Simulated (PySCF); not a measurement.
# CCSDT(Q)/MINAO run of [GePH4]− (SMILES [PH2][GeH2-])

What is the energy change on altering one bond length of [GePH4]− at CCSDT(Q)/MINAO? The job is set up through a Python script.

The results are computed with PySCF 2.14.0.

6 further runs of the same task are left out: 3 that didn't finish, 3 set aside as unsound or not needed.

## 1. Starting point

[GePH4]−: 6 atoms, total charge -1, spin state singlet. As SMILES, `[PH2][GeH2-]`. Geometry: a GFN2-xTB relaxation, a rough one for these elements and not checked as a minimum. This is one conformer, not always the lowest.

Bond lengths: P1–Ge2 2.360 Å, P1–H3 1.383 Å, P1–H4 1.383 Å, Ge2–H5 1.648 Å, Ge2–H6 1.647 Å. Angles: P1–Ge2–H5 90.4°, P1–Ge2–H6 90.4°, Ge2–P1–H3 94.4°, Ge2–P1–H4 94.5°, H5–Ge2–H6 88.0°, H3–P1–H4 90.4°.

## 2. A single-point energy at CCSDT(Q)/MINAO

job.py reads:

```python
from pyscf import gto, cc

molecule = gto.M(
    atom='''
P   -0.720450  -0.896490  -0.032470
Ge   0.869730   0.846830   0.028390
H   -0.086520  -1.653140   0.936400
H   -0.067380  -1.604580  -1.025200
H    0.009790   1.687950  -1.097840
H   -0.005170   1.619430   1.190720
''',
    basis='minao',
    verbose=4,
    charge=-1,
    max_memory=1860,
    symmetry=True,
)

mf = molecule.RHF()
mf.kernel()

mycc = cc.CCSDT(mf, frozen=14)
mycc.kernel()
e_bracket, e_q = mycc.ccsdt_q()
energy = mycc.e_tot + e_q
print('E(%s) = %.9f' % ('CCSDT(Q)', energy))
dip = mf.dip_moment()
pop, q = mf.mulliken_pop()
```

Started as:

```sh
$ OMP_NUM_THREADS=1 python job.py
```

The log of the run:

```text
PySCF version 2.14.0

[INPUT] num. atoms = 6
[INPUT] num. electrons = 52
[INPUT] charge = -1
[INPUT] spin (= nelec alpha-beta = 2S) = 0
[INPUT] symmetry True subgroup None
[INPUT] Mole.unit = angstrom
[INPUT] Symbol           X                Y                Z      unit          X                Y                Z       unit  Magmom
[INPUT]  1 P     -0.720450000000  -0.896490000000  -0.032470000000 AA   -1.361453186443  -1.694120573411  -0.061359407265 Bohr   0.0
[INPUT]  2 Ge     0.869730000000   0.846830000000   0.028390000000 AA    1.643551502318   1.600276774065   0.053649324676 Bohr   0.0
[INPUT]  3 H     -0.086520000000  -1.653140000000   0.936400000000 AA   -0.163499104297  -3.123981845563   1.769539543043 Bohr   0.0
[INPUT]  4 H     -0.067380000000  -1.604580000000  -1.025200000000 AA   -0.127329746273  -3.032216744955  -1.937347222904 Bohr   0.0
[INPUT]  5 H      0.009790000000   1.687950000000  -1.097840000000 AA    0.018500418759   3.189763211960  -2.074616928593 Bohr   0.0
[INPUT]  6 H     -0.005170000000   1.619430000000   1.190720000000 AA   -0.009769884064   3.060279177904   2.250134691042 Bohr   0.0

nuclear repulsion = 158.212500194645
point group symmetry = C1
symmetry origin: [0. 0. 0.]
symmetry axis x: [1. 0. 0.]
symmetry axis y: [0. 1. 0.]
symmetry axis z: [0. 0. 1.]
num. orbitals of irrep A = 31
number of shells = 9
number of NR pGTOs = 161
number of NR cGTOs = 31
basis = minao
ecp = {}

******** <class 'pyscf.scf.hf.RHF'> ********
method = RHF
initial guess = minao
damping factor = 0
level_shift factor = 0
DIIS = <class 'pyscf.scf.diis.CDIIS'>
diis_start_cycle = 1
diis_space = 8
diis_damp = 0
SCF conv_tol = 1e-09
SCF conv_tol_grad = None
SCF max_cycles = 50
direct_scf = True
direct_scf_tol = 1e-13
Set gradient conv threshold to 3.16228e-05
Initial guess from minao.
init E= -2417.56201983064
  HOMO = -0.198983207792848  LUMO = 0.102965808884439  gap/eV = 8.21645
cycle= 1 E= -2418.31256784153  delta_E= -0.751  |g|= 0.149  |ddm|= 2.94
  HOMO = -0.0839377384106296  LUMO = 0.370270025030893  gap/eV = 12.35962
cycle= 2 E= -2418.32756247723  delta_E= -0.015  |g|= 0.0273  |ddm|= 0.432
  HOMO = -0.100916731987317  LUMO = 0.355140873050786  gap/eV = 12.40996
cycle= 3 E= -2418.32826201668  delta_E= -0.0007  |g|= 0.00616  |ddm|= 0.109
  HOMO = -0.102588739092935  LUMO = 0.354961933815743  gap/eV = 12.45059
cycle= 4 E= -2418.32830175625  delta_E= -3.97e-05  |g|= 0.00119  |ddm|= 0.0298
  HOMO = -0.102427866028656  LUMO = 0.355184310310267  gap/eV = 12.45226
cycle= 5 E= -2418.32830338823  delta_E= -1.63e-06  |g|= 0.000167  |ddm|= 0.00688
  HOMO = -0.102454141689537  LUMO = 0.355188859702846  gap/eV = 12.45310
cycle= 6 E= -2418.32830341876  delta_E= -3.05e-08  |g|= 2.76e-05  |ddm|= 0.00089
  HOMO = -0.102454179281095  LUMO = 0.355189193288946  gap/eV = 12.45311
cycle= 7 E= -2418.32830341963  delta_E= -8.74e-10  |g|= 3.93e-06  |ddm|= 0.000136
  HOMO = -0.102453831398944  LUMO = 0.35518965732021  gap/eV = 12.45311
Extra cycle  E= -2418.32830341965  delta_E= -1.91e-11  |g|= 1.55e-06  |ddm|= 1.5e-05
converged SCF energy = -2418.32830341965

******** <class 'pyscf.cc.rccsdt.RCCSDT'> ********
RCCSDT nocc = 12, nmo = 17
Allocating only the i<=j<=k part of the T3 amplitude in memory
frozen orbitals 14
max_cycle = 50
conv_tol = 1e-07
conv_tol_normt = 1e-06
diis with the T3 amplitude
diis_space = 6
diis_start_cycle = 0
diis_start_energy_diff = 1e+09
einsum_backend: numpy
_make_eris_incore_RCCSDT
blksize  8    blksize_oovv  4    blksize_oooo  4    blksize_vvvv  1

WARN: A large `blksize` is being used, which may cause large memory consumption
      for storing contraction intermediates. If memory is sufficient, consider using
      `pyscf.cc.rccsdt_highm.RCCSDT` instead.

Approximate memory usage estimate
    T3 memory                 355 KB
    R3 memory                 355 KB
    Symmetrized T3 memory     152 KB
    ERIs memory               653 KB
    T1-ERIs memory            653 KB
    Intermediates memory      653 KB
    Block workspace           250 KB
    T3 einsum buffer          250 KB
Init t2, MP2 energy = -2418.382604942913  E_corr(MP2) -0.054301523261
Init E_corr(RCCSDT) = -0.0543015232613739
cycle =  1  E_corr(RCCSDT) = -0.070911648103  dE = -1.661012484141e-02  norm(d tamps) = 6.49657726e-02
cycle =  2  E_corr(RCCSDT) = -0.076996608207  dE = -6.084960103760e-03  norm(d tamps) = 2.64668750e-02
cycle =  3  E_corr(RCCSDT) = -0.081161704314  dE = -4.165096107027e-03  norm(d tamps) = 1.17956851e-02
cycle =  4  E_corr(RCCSDT) = -0.081218447121  dE = -5.674280776645e-05  norm(d tamps) = 1.79903700e-03
cycle =  5  E_corr(RCCSDT) = -0.081204636426  dE =  1.381069512027e-05  norm(d tamps) = 4.99421658e-04
cycle =  6  E_corr(RCCSDT) = -0.081202908166  dE =  1.728259940589e-06  norm(d tamps) = 1.48937991e-04
cycle =  7  E_corr(RCCSDT) = -0.081202432666  dE =  4.755001387219e-07  norm(d tamps) = 3.31313957e-05
cycle =  8  E_corr(RCCSDT) = -0.081202777847  dE = -3.451808159860e-07  norm(d tamps) = 1.28326890e-05
cycle =  9  E_corr(RCCSDT) = -0.081202863369  dE = -8.552189741107e-08  norm(d tamps) = 4.86652708e-06
cycle = 10  E_corr(RCCSDT) = -0.081202861681  dE =  1.688228362662e-09  norm(d tamps) = 1.31721142e-06
cycle = 11  E_corr(RCCSDT) = -0.081202824852  dE =  3.682841490105e-08  norm(d tamps) = 5.26161657e-07
RCCSDT converged
E(RCCSDT) = -2418.409506244504   E_corr = -0.08120282485220506
E_corr(same-spin) = -0.00188660785464354
E_corr(oppo-spin) = -0.0793162169975615
_make_eris_incore_RCCSDT
[Q] correction = -3.972323053550e-06    (Q) correction = -1.262130519570e-05
E(CCSDT(Q)) = -2418.409518866

WARN: System has nonzero charge -1; the dipole moment is origin-dependent.
Location of origin: [0. 0. 0.]

Dipole moment(X, Y, Z, Debye): -0.58531, -2.12164, -0.05494
 ** Mulliken pop  **
pop of  0 P 1s            2.00000
pop of  0 P 2s            2.00024
pop of  0 P 3s            1.72131
pop of  0 P 2px           2.00004
pop of  0 P 2py           1.99998
pop of  0 P 2pz           1.99999
pop of  0 P 3px           1.57069
pop of  0 P 3py           1.14758
pop of  0 P 3pz           0.81620
pop of  1 Ge 1s           2.00000
pop of  1 Ge 2s           2.00000
pop of  1 Ge 3s           2.00006
pop of  1 Ge 4s           1.65356
pop of  1 Ge 2px          2.00000
pop of  1 Ge 2py          2.00000
pop of  1 Ge 2pz          2.00000
pop of  1 Ge 3px          2.00002
pop of  1 Ge 3py          1.99999
pop of  1 Ge 3pz          1.99999
pop of  1 Ge 4px          1.15115
pop of  1 Ge 4py          0.59933
pop of  1 Ge 4pz          0.70614
pop of  1 Ge 3dxy         1.99964
pop of  1 Ge 3dyz         1.99930
pop of  1 Ge 3dz^2        1.99980
pop of  1 Ge 3dxz         1.99958
pop of  1 Ge 3dx2-y2      1.99996
pop of  2 H 1s            1.09108
pop of  3 H 1s            1.09119
pop of  4 H 1s            1.22661
pop of  5 H 1s            1.22658
 ** Mulliken atomic charges  **
charge of    0P =     -0.25602
charge of    1Ge =     -0.10852
charge of    2H =     -0.09108
charge of    3H =     -0.09119
charge of    4H =     -0.22661
charge of    5H =     -0.22658
```

It took 11 s on 1 thread of Arm Neoverse N1, shared host; peak memory 0.13 GiB.

## 3. The distorted shape

calc.py reads:

```python
from pyscf import gto, scf, cc

system = gto.M(
    atom='''
P     -2.310630    -2.639810    -0.093330
Ge     0.869730     0.846830     0.028390
H     -1.676700    -3.396460     0.875540
H     -1.657560    -3.347900    -1.086060
H      0.009790     1.687950    -1.097840
H     -0.005170     1.619430     1.190720
''',
    charge=-1,
    basis='minao',
    spin=0,
    max_memory=1860,
    symmetry=True,
    verbose=4,
)

mf = scf.RHF(system)
mf.kernel()

mycc = cc.CCSDT(mf, frozen=14)
mycc.kernel()
e_bracket, e_q = mycc.ccsdt_q()
energy = mycc.e_tot + e_q
print(f'total energy: {energy:.8f} hartree')
dip = mf.dip_moment()
pop, q = mf.mulliken_pop()
```

Started as:

```sh
$ OMP_NUM_THREADS=1 python calc.py
```

The log of the run:

```text
PySCF version 2.14.0

[INPUT] num. atoms = 6
[INPUT] num. electrons = 52
[INPUT] charge = -1
[INPUT] spin (= nelec alpha-beta = 2S) = 0
[INPUT] symmetry True subgroup None
[INPUT] Mole.unit = angstrom
[INPUT] Symbol           X                Y                Z      unit          X                Y                Z       unit  Magmom
[INPUT]  1 P     -2.310630000000  -2.639810000000  -0.093330000000 AA   -4.366457875204  -4.988517920888  -0.176368139206 Bohr   0.0
[INPUT]  2 Ge     0.869730000000   0.846830000000   0.028390000000 AA    1.643551502318   1.600276774065   0.053649324676 Bohr   0.0
[INPUT]  3 H     -1.676700000000  -3.396460000000   0.875540000000 AA   -3.168503793058  -6.418379193040   1.654530811102 Bohr   0.0
[INPUT]  4 H     -1.657560000000  -3.347900000000  -1.086060000000 AA   -3.132334435034  -6.326614092431  -2.052355954845 Bohr   0.0
[INPUT]  5 H      0.009790000000   1.687950000000  -1.097840000000 AA    0.018500418759   3.189763211960  -2.074616928593 Bohr   0.0
[INPUT]  6 H     -0.005170000000   1.619430000000   1.190720000000 AA   -0.009769884064   3.060279177904   2.250134691042 Bohr   0.0

nuclear repulsion = 96.6369095566259
point group symmetry = C1
symmetry origin: [0. 0. 0.]
symmetry axis x: [1. 0. 0.]
symmetry axis y: [0. 1. 0.]
symmetry axis z: [0. 0. 1.]
num. orbitals of irrep A = 31
number of shells = 9
number of NR pGTOs = 161
number of NR cGTOs = 31
basis = minao
ecp = {}

******** <class 'pyscf.scf.hf.RHF'> ********
method = RHF
initial guess = minao
damping factor = 0
level_shift factor = 0
DIIS = <class 'pyscf.scf.diis.CDIIS'>
diis_start_cycle = 1
diis_space = 8
diis_damp = 0
SCF conv_tol = 1e-09
SCF conv_tol_grad = None
SCF max_cycles = 50
direct_scf = True
direct_scf_tol = 1e-13
Set gradient conv threshold to 3.16228e-05
[... 1 set-up line as earlier in the session ...]
init E= -2417.19390652721
  HOMO = -0.200064362714395  LUMO = -0.0870272664387635  gap/eV = 3.07590
cycle= 1 E= -2418.23393627364  delta_E= -1.04  |g|= 0.201  |ddm|= 2.81
  HOMO = -0.010379044632627  LUMO = 0.107645340647741  gap/eV = 3.21161
cycle= 2 E= -2418.26210670031  delta_E= -0.0282  |g|= 0.0218  |ddm|= 0.647
  HOMO = -0.0552914903760383  LUMO = 0.11677672472288  gap/eV = 4.68221
cycle= 3 E= -2418.26248719914  delta_E= -0.00038  |g|= 0.00668  |ddm|= 0.0644
  HOMO = -0.0569046055008954  LUMO = 0.115673003747009  gap/eV = 4.69608
cycle= 4 E= -2418.26256365182  delta_E= -7.65e-05  |g|= 0.00234  |ddm|= 0.0342
  HOMO = -0.0574157827428838  LUMO = 0.116085624988691  gap/eV = 4.72121
cycle= 5 E= -2418.2625792102  delta_E= -1.56e-05  |g|= 0.000809  |ddm|= 0.0158
  HOMO = -0.0575115762988612  LUMO = 0.116071864916648  gap/eV = 4.72345
cycle= 6 E= -2418.26258145152  delta_E= -2.24e-06  |g|= 0.000106  |ddm|= 0.0073
  HOMO = -0.057495052462333  LUMO = 0.116044823715201  gap/eV = 4.72226
cycle= 7 E= -2418.26258147985  delta_E= -2.83e-08  |g|= 1.62e-05  |ddm|= 0.000849
  HOMO = -0.0574854921493864  LUMO = 0.116039142130865  gap/eV = 4.72185
cycle= 8 E= -2418.26258148018  delta_E= -3.37e-10  |g|= 2.43e-06  |ddm|= 7.92e-05
  HOMO = -0.0574852277313957  LUMO = 0.116039152713879  gap/eV = 4.72184
Extra cycle  E= -2418.2625814802  delta_E= -1.5e-11  |g|= 1.08e-06  |ddm|= 1.18e-05
converged SCF energy = -2418.2625814802

******** <class 'pyscf.cc.rccsdt.RCCSDT'> ********
RCCSDT nocc = 12, nmo = 17
Allocating only the i<=j<=k part of the T3 amplitude in memory
frozen orbitals 14
max_cycle = 50
conv_tol = 1e-07
conv_tol_normt = 1e-06
diis with the T3 amplitude
diis_space = 6
diis_start_cycle = 0
diis_start_energy_diff = 1e+09
einsum_backend: numpy
_make_eris_incore_RCCSDT
blksize  8    blksize_oovv  4    blksize_oooo  4    blksize_vvvv  1

WARN: A large `blksize` is being used, which may cause large memory consumption
      for storing contraction intermediates. If memory is sufficient, consider using
      `pyscf.cc.rccsdt_highm.RCCSDT` instead.

Approximate memory usage estimate
    T3 memory                 355 KB
    R3 memory                 355 KB
    Symmetrized T3 memory     152 KB
    ERIs memory               653 KB
    T1-ERIs memory            653 KB
    Intermediates memory      653 KB
    Block workspace           250 KB
    T3 einsum buffer          250 KB
Init t2, MP2 energy = -2418.315840530966  E_corr(MP2) -0.053259050768
Init E_corr(RCCSDT) = -0.0532590507675675
cycle =  1  E_corr(RCCSDT) = -0.066499876161  dE = -1.324082539382e-02  norm(d tamps) = 1.25179060e-01
cycle =  2  E_corr(RCCSDT) = -0.077304936823  dE = -1.080506066157e-02  norm(d tamps) = 1.09596397e-01
cycle =  3  E_corr(RCCSDT) = -0.077080402565  dE =  2.245342580333e-04  norm(d tamps) = 9.21072563e-02
cycle =  4  E_corr(RCCSDT) = -0.085182658932  dE = -8.102256367169e-03  norm(d tamps) = 4.54033090e-02
cycle =  5  E_corr(RCCSDT) = -0.085796735544  dE = -6.140766121259e-04  norm(d tamps) = 3.50544771e-02
cycle =  6  E_corr(RCCSDT) = -0.085476313105  dE =  3.204224395244e-04  norm(d tamps) = 1.96234203e-02
cycle =  7  E_corr(RCCSDT) = -0.085658311861  dE = -1.819987567940e-04  norm(d tamps) = 4.27743137e-03
cycle =  8  E_corr(RCCSDT) = -0.085708725171  dE = -5.041330992030e-05  norm(d tamps) = 2.35770515e-03
cycle =  9  E_corr(RCCSDT) = -0.085727550597  dE = -1.882542515765e-05  norm(d tamps) = 1.07289648e-03
cycle = 10  E_corr(RCCSDT) = -0.085757294970  dE = -2.974437375351e-05  norm(d tamps) = 1.02696530e-03
cycle = 11  E_corr(RCCSDT) = -0.085762035208  dE = -4.740237357928e-06  norm(d tamps) = 2.67426783e-04
cycle = 12  E_corr(RCCSDT) = -0.085764011079  dE = -1.975871824697e-06  norm(d tamps) = 1.30980697e-04
cycle = 13  E_corr(RCCSDT) = -0.085767578309  dE = -3.567229800494e-06  norm(d tamps) = 9.90617916e-05
cycle = 14  E_corr(RCCSDT) = -0.085769238466  dE = -1.660156725189e-06  norm(d tamps) = 4.58831486e-05
cycle = 15  E_corr(RCCSDT) = -0.085770165428  dE = -9.269618018032e-07  norm(d tamps) = 3.52061034e-05
cycle = 16  E_corr(RCCSDT) = -0.085769248451  dE =  9.169766931327e-07  norm(d tamps) = 2.34212219e-05
cycle = 17  E_corr(RCCSDT) = -0.085768675778  dE =  5.726729421091e-07  norm(d tamps) = 1.40318427e-05
cycle = 18  E_corr(RCCSDT) = -0.085768426596  dE =  2.491821862322e-07  norm(d tamps) = 5.61337888e-06
cycle = 19  E_corr(RCCSDT) = -0.085768038109  dE =  3.884866078552e-07  norm(d tamps) = 3.35541410e-06
cycle = 20  E_corr(RCCSDT) = -0.085768014557  dE =  2.355213882255e-08  norm(d tamps) = 2.46266936e-06
cycle = 21  E_corr(RCCSDT) = -0.085768061683  dE = -4.712623213887e-08  norm(d tamps) = 1.60964184e-06
cycle = 22  E_corr(RCCSDT) = -0.085768134813  dE = -7.312905492274e-08  norm(d tamps) = 9.43460169e-07
RCCSDT converged
E(RCCSDT) = -2418.348349615011   E_corr = -0.08576813481254135
E_corr(same-spin) = -0.000910665605849222
E_corr(oppo-spin) = -0.0848574692066921
_make_eris_incore_RCCSDT
[Q] correction =  2.426543304886e-04    (Q) correction =  1.422686499107e-04
total energy: -2418.34820735 hartree

WARN: System has nonzero charge -1; the dipole moment is origin-dependent.
Location of origin: [0. 0. 0.]

Dipole moment(X, Y, Z, Debye):  8.52373,  9.07305,  0.32698
 ** Mulliken pop  **
pop of  0 P 1s            2.00000
pop of  0 P 2s            2.00029
pop of  0 P 3s            1.72801
pop of  0 P 2px           2.00005
pop of  0 P 2py           2.00006
pop of  0 P 2pz           2.00004
pop of  0 P 3px           1.57606
pop of  0 P 3py           1.45602
pop of  0 P 3pz           0.73887
pop of  1 Ge 1s           2.00000
pop of  1 Ge 2s           2.00000
pop of  1 Ge 3s           2.00000
pop of  1 Ge 4s           1.75787
pop of  1 Ge 2px          2.00000
pop of  1 Ge 2py          2.00000
pop of  1 Ge 2pz          2.00000
pop of  1 Ge 3px          1.99998
pop of  1 Ge 3py          1.99999
pop of  1 Ge 3pz          1.99995
pop of  1 Ge 4px          0.75882
pop of  1 Ge 4py          0.56203
pop of  1 Ge 4pz          0.73079
pop of  1 Ge 3dxy         1.99982
pop of  1 Ge 3dyz         1.99962
pop of  1 Ge 3dz^2        1.99985
pop of  1 Ge 3dxz         1.99952
pop of  1 Ge 3dx2-y2      1.99998
pop of  2 H 1s            1.16042
pop of  3 H 1s            1.16043
pop of  4 H 1s            1.18574
pop of  5 H 1s            1.18577
 ** Mulliken atomic charges  **
charge of    0P =     -0.49940
charge of    1Ge =      0.19177
charge of    2H =     -0.16042
charge of    3H =     -0.16043
charge of    4H =     -0.18574
charge of    5H =     -0.18577
```

Run time: 13 s. Hardware: 1 thread of Arm Neoverse N1, shared host; peak memory 0.11 GiB.

## 4. Outcome

Level: CCSDT(Q)/MINAO, 14 core orbitals frozen.

| quantity | value |
| --- | --- |
| first shape: total energy | -2418.40952 Eh |
| first shape: HOMO energy (Hartree–Fock orbitals) | -2.79 eV |
| first shape: LUMO energy (Hartree–Fock orbitals) | 9.67 eV |
| first shape: HOMO–LUMO gap (to an unbound level, set by the basis) | 12.45 eV |
| first shape: correlation energy (14 core orbitals frozen) | -81.2 mEh |
| first shape: T1 diagnostic | 0.006 |
| distorted shape: total energy | -2418.34821 Eh |
| distorted shape: HOMO energy (Hartree–Fock orbitals) | -1.56 eV |
| distorted shape: LUMO energy (Hartree–Fock orbitals) | 3.16 eV |
| distorted shape: HOMO–LUMO gap (to an unbound level, set by the basis) | 4.72 eV |
| distorted shape: correlation energy (14 core orbitals frozen) | -85.6 mEh |
| distorted shape: T1 diagnostic | 0.067 |
| energy change with the P1–Ge2 bond stretched from 2.360 to 4.721 Å | 1.668 eV |

**Reading.** With the P1–Ge2 bond stretched from 2.360 to 4.721 Å the energy rises by 1.67 eV (161 kJ/mol). The first shape isn't relaxed at this level, so the change isn't measured from a minimum. The minimal basis adds a large error of its own. The T1 diagnostic (distorted shape) of 0.067 is above the customary mark for such species, so a single reference may not serve. Mulliken charges (distorted shape) of the mean-field density run from -0.50 on P1 to +0.19 on Ge2; they depend strongly on the basis.
